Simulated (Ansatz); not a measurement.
# CHBFN (SMILES N#CBF): functionals against CCSD(T) at one geometry

The atoms stand at a structure displaced at random from a GFN2-xTB minimum. How far do the functionals agree with CCSD(T) there?

Computed with Ansatz 0.2.0, Gaussian basis. Level: single points in def2-TZVPP.

Cores are frozen in the correlated methods.

## 1. Where the work starts

SMILES `N#CBF`, 5 atoms, charge 0, spin multiplicity 1.

Atoms are counted from 1 here; the program's logs count them from 0.

Bond lengths: N1–C2 0.973 Å, C2–B3 1.623 Å, B3–F4 1.424 Å, B3–H5 1.044 Å. Angles: N1–C2–B3 169.9°, C2–B3–F4 111.6°, C2–B3–H5 126.7°, F4–B3–H5 120.5°.

Geometry (Å):

```mol
CHBFN
  3D, bonds by distance, orders not assigned

  5  4  0  0  0  0  0  0  0  0999 V2000
    0.6673   -1.2543    1.4260 N   0  0
    0.2874   -0.6754    0.7425 C   0  0
   -0.1405    0.4720   -0.3223 B   0  0
   -1.1618    0.0150   -1.2031 F   0  0
    0.3688    1.3618   -0.5181 H   0  0
  1  2  8  0
  2  3  8  0
  3  4  8  0
  3  5  8  0
M  END
```

## 2. CCSD(T)/def2-TZVPP

Contents of run/in.yaml:

```yaml
crystal:
  periodic: [false, false, false]
  atoms:
    - {symbol: N, position_ang: [0.667300, -1.254300, 1.426000]}
    - {symbol: C, position_ang: [0.287400, -0.675400, 0.742500]}
    - {symbol: B, position_ang: [-0.140500, 0.472000, -0.322300]}
    - {symbol: F, position_ang: [-1.161800, 0.015000, -1.203100]}
    - {symbol: H, position_ang: [0.368800, 1.361800, -0.518100]}
basis:
  gaussian: {orbitals: def2-TZVPP}
correlation: {method: ccsd_t}
output: {forces: true}
```

The command line of these runs was not kept.

## 3. PBE0-D4/def2-TZVPP

Changes to run/in.yaml since step 2:

```diff
@@ -10,3 +10,3 @@
   gaussian: {orbitals: def2-TZVPP}
-correlation: {method: ccsd_t}
-output: {forces: true}
+hamiltonian: {xc: pbe0, dispersion: d4}
+output: {forces: true, orbitals: {seedname: orbitals}}
```

## 4. wB97M-V/def2-TZVPP

Changes to run/in.yaml since step 3:

```diff
@@ -10,3 +10,3 @@
   gaussian: {orbitals: def2-TZVPP}
-hamiltonian: {xc: pbe0, dispersion: d4}
-output: {forces: true, orbitals: {seedname: orbitals}}
+hamiltonian: {xc: {name: wB97M-V}}
+output: {forces: true}
```

## 5. r2SCAN-D4/def2-TZVPP

Changes to run/in.yaml since step 4:

```diff
@@ -10,3 +10,3 @@
   gaussian: {orbitals: def2-TZVPP}
-hamiltonian: {xc: {name: wB97M-V}}
+hamiltonian: {xc: r2scan, dispersion: d4}
 output: {forces: true}
```

## 6. PBE-D4/def2-TZVPP

Changes to run/in.yaml since step 5:

```diff
@@ -10,3 +10,3 @@
   gaussian: {orbitals: def2-TZVPP}
-hamiltonian: {xc: r2scan, dispersion: d4}
+hamiltonian: {xc: pbe, dispersion: d4}
 output: {forces: true}
```

## 7. HSE06-D4/def2-TZVPP

Changes to run/in.yaml since step 6:

```diff
@@ -10,3 +10,3 @@
   gaussian: {orbitals: def2-TZVPP}
-hamiltonian: {xc: pbe, dispersion: d4}
+hamiltonian: {xc: hse06, dispersion: d4}
 output: {forces: true}
```

## 8. SPW92/def2-TZVPP

Changes to run/in.yaml since step 7:

```diff
@@ -10,3 +10,3 @@
   gaussian: {orbitals: def2-TZVPP}
-hamiltonian: {xc: hse06, dispersion: d4}
+hamiltonian: {xc: lda}
 output: {forces: true}
```

(Steps that only read results are left out.)

Before running it: what results should come out? Wanted: energy less free atoms, CCSD(T)/def2-TZVPP; RMS force component; RMS force error; HOMO and LUMO, PBE0-D4; T1 diagnostic.

As calculated:

```
                                  quantity                                                                                          value
energy less free atoms, CCSD(T)/def2-TZVPP                                                                                -445.5 kcal/mol
                       RMS force component                                                         15.132 to 15.701 eV/Å over the methods
                           RMS force error  PBE0-D4 0.523, wB97M-V 0.572, r2SCAN-D4 0.405, PBE-D4 0.198, HSE06-D4 0.505, SPW92 0.471 eV/Å
                    HOMO and LUMO, PBE0-D4                                                                            -10.45 and -2.78 eV
                             T1 diagnostic                                                                                          0.014
```

Against CCSD(T) the functionals' energies less atoms differ by -108.2 to -22.2 kcal/mol, PBE-D4 by -42.0 kcal/mol. CCSD(T) in triple zeta still lacks some correlation energy of the bonds, so part of these gaps is its own basis error and they don't rank the functionals. For forces PBE-D4 does best and wB97M-V worst. Frozen-core CCSD(T) forces in triple zeta carry basis errors of their own, and this is one geometry, so small gaps rank nothing.
